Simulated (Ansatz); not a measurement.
# FGeH5: the cost of one run

Method: RHF/def2-SVP, in Ansatz 0.2.0.

**1. Starting point**

Bond lengths: Ge1–F2 2.030 Å, Ge1–H3 1.550 Å, Ge1–H4 1.549 Å, Ge1–H5 1.549 Å. Angles: F2–Ge1–H3 109.5°, F2–Ge1–H4 109.5°, F2–Ge1–H5 109.5°, H3–Ge1–H4 109.5°, H3–Ge1–H5 109.5°, H4–Ge1–H5 109.5°.

As a file:

```xyz
7

Ge    0.0000    0.0000    0.0000
F     0.0000    0.0000    2.0300
H     1.4616    0.0000   -0.5162
H    -0.7300    1.2648   -0.5162
H    -0.7300   -1.2648   -0.5162
H    -1.7556    0.0000    0.5833
H    -1.3158    0.0000    1.5287
```

**2. A restrained relaxation towards end A**

Springs on the bonds that form and break draw the guess towards this end; the thresholds are loose.

Contents of input.yaml:

```yaml
crystal:
  periodic: [false, false, false]
  atoms:
    - { symbol: Ge, position_ang: [0.0, 0.0, 0.0] }
    - { symbol: F, position_ang: [0.0, 0.0, 2.03] }
    - { symbol: H, position_ang: [1.4616, 0.0, -0.5162] }
    - { symbol: H, position_ang: [-0.73, 1.2648, -0.5162] }
    - { symbol: H, position_ang: [-0.73, -1.2648, -0.5162] }
    - { symbol: H, position_ang: [-1.7556, 0.0, 0.5833] }
    - { symbol: H, position_ang: [-1.3158, 0.0, 1.5287] }
basis:
  gaussian: { orbitals: def2-SVP }
hamiltonian:
  xc: hf
relax:
  f_tol: 0.15
  max_steps: 25
  restrain:
    - { distance: [0, 5], at: 2.75, k: 30.0 }
    - { distance: [6, 1], at: 2.12, k: 30.0 }
    - { distance: [0, 1], at: 1.68, k: 30.0 }
    - { distance: [6, 5], at: 0.66, k: 30.0 }
```

Started as:

```bash
ansatz run input.yaml --threads 1 --pin off --max-ram 2048MiB --backend cpu --events-out ev --progress --plain --runs-dir out
```

Q: Estimate wall time and peak memory on 1 thread of Arm Neoverse V1, shared host.

About 7 s, with a peak of 0.12 GiB.
